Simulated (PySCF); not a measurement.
# C2H2BrF3 (CF3CH2Br): the cost of one run

Programs: PySCF 2.14.0, with density-fitted response routines of our own. Each step states its level of theory. These are calculated values for one molecule, in the gas phase or a continuum, unless marked as measured. Atoms count from 0, in the outputs and in this text.

**1. The starting structure**

8 atoms, charge 0, multiplicity 1; geometry from: GFN2-xTB. The atoms were then displaced at random by about 0.01 Å, so the start is not that level's minimum.

Bonds of the start (Å): F0–C1 1.31, C1–F2 1.33, C1–F3 1.33, C1–C4 1.52, C4–Br5 1.92, C4–H6 1.09, C4–H7 1.10.

**2. Relaxing the molecule at PBE0-D3(BJ)/def2-TZVP**

The job: settings as JSON, then the geometry in Å.

```
{"job": {"xc": "PBE0", "basis": "def2-TZVP", "d3": "d3bj", "grid": 2, "shake": 0.01, "kind": "geom"}, "charge": 0, "multiplicity": 1}
F     -1.404480     1.095010     0.068430
C     -0.746420    -0.026870    -0.117190
F     -1.298420    -0.927980     0.697520
F     -0.949120    -0.421360    -1.367440
C      0.731160     0.200810     0.141330
Br     1.716230    -1.430050    -0.107450
H      1.123770     0.951350    -0.545620
H      0.882430     0.539950     1.177950
```

Command:

```console
> OMP_NUM_THREADS=1 python probes_run.py task.json out
```

The driver reads the jobs from task.json and runs them one after another.

Q: Estimate the wall time and peak memory of this first job on 1 thread of Arm Neoverse N1, shared host.

About 4.5 min, with a peak of 0.8 GiB.
